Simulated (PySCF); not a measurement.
# SiCl₄: structure of the singlet

Aim: relax SiCl₄ as a singlet from a tetrahedral start, check by its vibrations whether the end is a minimum, and collect its spectrum and constants.

The runs use PySCF 2.14.0; B3LYP, basis Si def2-TZVP, Cl def2-TZVP, no relativity, density fitting.

### Step 1. The system as given

5 atoms, charge 0, spin multiplicity 1.

Bond lengths: Si1–Cl2 2.150 Å, Si1–Cl3 2.150 Å, Si1–Cl4 2.150 Å, Si1–Cl5 2.150 Å. Angles: Cl2–Si1–Cl3 109.5°, Cl2–Si1–Cl4 109.5°, Cl2–Si1–Cl5 109.5°, Cl3–Si1–Cl4 109.5°, Cl3–Si1–Cl5 109.5°, Cl4–Si1–Cl5 109.5°.

Coordinates in bohr (charge 0 multiplicity 1):
```
Si    0.0000    0.0000    0.0000
Cl    2.3459    2.3455    2.3459
Cl   -2.3459    2.3455   -2.3459
Cl    2.3459   -2.3455   -2.3459
Cl   -2.3459   -2.3455    2.3459
```

### Step 2. The SCF at the typed geometry

One driver script runs all steps and calls PySCF; scf.py shows how it sets up the SCF of each step. The optimiser is the driver's own. After this first run the driver tries any further starts and a stability analysis.

File scf.py:

```python
from pyscf import gto, scf, dft
mol = gto.M(atom='''
Si     0.000000     0.000000     0.000000
Cl     1.241400     1.241200     1.241400
Cl    -1.241400     1.241200    -1.241400
Cl     1.241400    -1.241200    -1.241400
Cl    -1.241400    -1.241200     1.241400''',
    basis={'Si': 'def2-TZVP', 'Cl': 'def2-TZVP'},
    charge=0, spin=0)
mf = dft.RKS(mol, xc='B3LYP')
mf.grids.atom_grid = (50, 194)
aux = {'Si': 'def2-universal-JKFIT', 'Cl': 'def2-universal-JKFIT'}
mf = mf.density_fit(auxbasis=aux)
mf.conv_tol = 1e-08
mf.diis_space = 10
mf.max_cycle = 60
mf.init_guess = 'minao'
mf.verbose = 4
mf.kernel()
```

The run is started by

```bash
$ OMP_NUM_THREADS=4 python axn.py task.json out
```

What it wrote:

```text
init E= -2130.83972125658
  HOMO = -0.360121376540541  LUMO = -0.113916810076002  gap/eV = 6.69957
cycle= 1 E= -2130.53895205349  delta_E= 0.301  |g|= 0.553  |ddm|= 2.06
  HOMO = -0.331724383512872  LUMO = -0.137127568883148  gap/eV = 5.29525
cycle= 2 E= -2130.3641637939  delta_E= 0.175  |g|= 1.02  |ddm|= 1.28
  HOMO = -0.335594808016334  LUMO = -0.0944871685555988  gap/eV = 6.56087
cycle= 3 E= -2130.62288630988  delta_E= -0.259  |g|= 0.0713  |ddm|= 0.802
  HOMO = -0.344870495359214  LUMO = -0.102055604821448  gap/eV = 6.60733
cycle= 4 E= -2130.62376661458  delta_E= -0.00088  |g|= 0.0281  |ddm|= 0.0694
  HOMO = -0.342566766780962  LUMO = -0.0986138685728406  gap/eV = 6.63830
cycle= 5 E= -2130.62395897854  delta_E= -0.000192  |g|= 0.00236  |ddm|= 0.0224
  HOMO = -0.34279353113919  LUMO = -0.0987119277706867  gap/eV = 6.64180
cycle= 6 E= -2130.62395963327  delta_E= -6.55e-07  |g|= 0.000514  |ddm|= 0.00203
  HOMO = -0.342757425638988  LUMO = -0.0986820912512911  gap/eV = 6.64163
cycle= 7 E= -2130.62395968668  delta_E= -5.34e-08  |g|= 6.73e-05  |ddm|= 0.00037
  HOMO = -0.342763186301541  LUMO = -0.0986906651782782  gap/eV = 6.64155
cycle= 8 E= -2130.62395968787  delta_E= -1.18e-09  |g|= 5.02e-06  |ddm|= 5.56e-05
  HOMO = -0.342762721167532  LUMO = -0.0986908215005045  gap/eV = 6.64153
Extra cycle  E= -2130.62395968786  delta_E= 1e-11  |g|= 7.72e-06  |ddm|= 1.12e-05
converged SCF energy = -2130.62395968786
```

This step, with its further starts and checks, ran for 20 s (4 threads of Arm Neoverse V2, shared host).

The test of internal stability found no lower closed-shell solution.

### Step 3. Tetrahedral start, singlet: relaxation

The program finds Td symmetry in the start, which this walk keeps. The walk stops when the largest gradient is under 0.0003 Eh/bohr and the energy has settled too.

Edit scf.py of step 2 so:

```diff
@@ -3,5 +3,5 @@
-Si     0.000000     0.000000     0.000000
-Cl     1.241400     1.241200     1.241400
-Cl    -1.241400     1.241200    -1.241400
-Cl     1.241400    -1.241200    -1.241400
-Cl    -1.241400    -1.241200     1.241400''',
+Si     0.000000     0.000000    -0.000000
+Cl     1.241333     1.241333     1.241333
+Cl    -1.241333     1.241333    -1.241333
+Cl     1.241333    -1.241333    -1.241333
+Cl    -1.241333    -1.241333     1.241333''',
@@ -17 +16,0 @@
-mf.init_guess = 'minao'
```

The optimiser's trace:

```
step   energy (Eh)  change (kJ/mol)  largest symmetric gradient (Eh/bohr)
   0  -2130.623960             0.00                               0.02104
   1  -2130.639219           -40.06                               0.00827
   2  -2130.641080           -44.95                               0.00283
   3  -2130.641285           -45.49                               0.00024
   4  -2130.641287           -45.49                               0.00001
```

The walk took 16 s.

Positions (Å) and forces (eV/Å) along the way:

```
step 0
Si   0.000   0.000   0.000   0.000   0.000   0.000
Cl   1.241   1.241   1.241  -1.082  -1.082  -1.082
Cl  -1.241   1.241  -1.241   1.082  -1.082   1.082
Cl   1.241  -1.241  -1.241  -1.082   1.082   1.082
Cl  -1.241  -1.241   1.241   1.082   1.082  -1.082
step 1
Si   0.000   0.000   0.000   0.000   0.000   0.000
Cl   1.197   1.197   1.197  -0.425  -0.425  -0.425
Cl  -1.197   1.197  -1.197   0.425  -0.425   0.425
Cl   1.197  -1.197  -1.197  -0.425   0.425   0.425
Cl  -1.197  -1.197   1.197   0.425   0.425  -0.425
step 2
Si   0.000   0.000   0.000   0.000   0.000   0.000
Cl   1.169   1.169   1.169   0.145   0.145   0.145
Cl  -1.169   1.169  -1.169  -0.145   0.145  -0.145
Cl   1.169  -1.169  -1.169   0.145  -0.145  -0.145
Cl  -1.169  -1.169   1.169  -0.145  -0.145   0.145
step 3
Si   0.000   0.000   0.000   0.000   0.000   0.000
Cl   1.176   1.176   1.176  -0.013  -0.013  -0.013
Cl  -1.176   1.176  -1.176   0.013  -0.013   0.013
Cl   1.176  -1.176  -1.176  -0.013   0.013   0.013
Cl  -1.176  -1.176   1.176   0.013   0.013  -0.013
step 4
Si   0.000   0.000   0.000   0.000   0.000   0.000
Cl   1.175   1.175   1.175   0.000   0.000   0.000
Cl  -1.175   1.175  -1.175   0.000   0.000   0.000
Cl   1.175  -1.175  -1.175   0.000   0.000   0.000
Cl  -1.175  -1.175   1.175   0.000   0.000   0.000
```

It settles in Td symmetry, 45.5 kJ/mol below the start, after 4 steps: Si–Cl 2.036 Å (×4); Cl–Si–Cl 109.5° (×6).

### Step 4. Frequencies

The point is checked on the finer grid, and tightened if its gradient asks for it. The Hessian and the dipole derivatives come from central differences of analytic gradients, with steps of 0.02 bohr.

Edit scf.py of step 3 so:

```diff
@@ -3,5 +3,5 @@
-Si     0.000000     0.000000    -0.000000
-Cl     1.241333     1.241333     1.241333
-Cl    -1.241333     1.241333    -1.241333
-Cl     1.241333    -1.241333    -1.241333
-Cl    -1.241333    -1.241333     1.241333''',
+Si    -0.000000     0.000000     0.000000
+Cl     1.175284     1.175284     1.175284
+Cl    -1.175284     1.175284    -1.175284
+Cl     1.175284    -1.175284    -1.175284
+Cl    -1.175284    -1.175284     1.175284''',
@@ -11 +11 @@
-mf.grids.atom_grid = (50, 194)
+mf.grids.atom_grid = (75, 302)
@@ -14 +14 @@
-mf.conv_tol = 1e-08
+mf.conv_tol = 1e-10
```

The driver hands on the density of the step before, so the log starts near convergence.

SCF at the final geometry:

```text
init E= -2130.64122054141
  HOMO = -0.339893263729194  LUMO = -0.0383981203295498  gap/eV = 8.20410
cycle= 1 E= -2130.64122054142  delta_E= -1.09e-11  |g|= 5.82e-07  |ddm|= 6.91e-07
  HOMO = -0.339893220693565  LUMO = -0.0383980058607563  gap/eV = 8.20410
Extra cycle  E= -2130.64122054141  delta_E= 3.64e-12  |g|= 9.89e-07  |ddm|= 1.15e-06
converged SCF energy = -2130.64122054141
```

The whole step took 40 s.

Geometry: Td; Si–Cl 2.036 Å (×4); Cl–Si–Cl 109.5° (×6).

Modes, for the most abundant isotopes:

| symmetry | ω (cm⁻¹) | IR (km/mol) |
| --- | --- | --- |
| e | 144 | 0.0 |
| t2 | 217 | 16.3 |
| a1 | 409 | 0.0 |
| t2 | 603 | 540 |

Every mode is real; the point is a minimum.

Constants and moments:

```yaml
Dipole_moment: 0.00 D
Highest_occupied_level: -9.25 eV
Lowest_empty_level: -1.04 eV
Rotational_constants: 0.04363, 0.04363, 0.04363 cm⁻¹
Zero-point_energy: 18.9 kJ/mol
Principal_polarisabilities: 68.0, 68.0, 68.0 bohr³
Atomisation_energy_without_zero-point_energy: 1526 kJ/mol
Principal_traceless_quadrupole_moments_about_the_centre_of_mass: 0.00, 0.00, 0.00 D Å
Entropy_at_298.15_K_and_1_bar: 332.3 J/(mol K)
Heat_capacity_Cp_at_298.15_K: 91.0 J/(mol K)
Enthalpy_at_298.15_K_above_0_K: 19.60 kJ/mol
Rotational_symmetry_number: 12
```

Charges (e) and bond orders:

```csv
atom,Mulliken,Löwdin,polar tensor,Mayer order to Si1
Si1,0.69,-1.12,2.02,–
"Cl2,3,4,5",-0.17,0.28,-0.50,1.22
```

Mulliken populations on Si1: s 4.96, p 7.55, d 0.69, f 0.11.

### Step 5. Outcome

```
                                 quantity                                     value
                                  minimum                               singlet, Td
                                 geometry  Si–Cl 2.036 Å (×4); Cl–Si–Cl 109.5° (×6)
                       wavenumbers (cm⁻¹)     144 (e), 217 (t2), 409 (a1), 603 (t2)
                            dipole moment                                    0.00 D
     highest occupied, lowest empty level                           -9.25, -1.04 eV
               polar-tensor charge of Si1                                   +2.02 e
                        zero-point energy                               18.9 kJ/mol
                      entropy at 298.15 K                           332.3 J/(mol K)
atomisation energy (no zero-point energy)                               1526 kJ/mol
```

**Reading.** The molecule stays Td, as typed, and the end point is a minimum. In the infrared the band at 603 cm⁻¹ (t2) leads. Si1 has a polar-tensor charge of +2.0 e (a dipole derivative, not a static charge), yet symmetry cancels the bond dipoles. Only this shape and spin were tried, so other structures or states may lie lower.

The search up to here took 76 s.
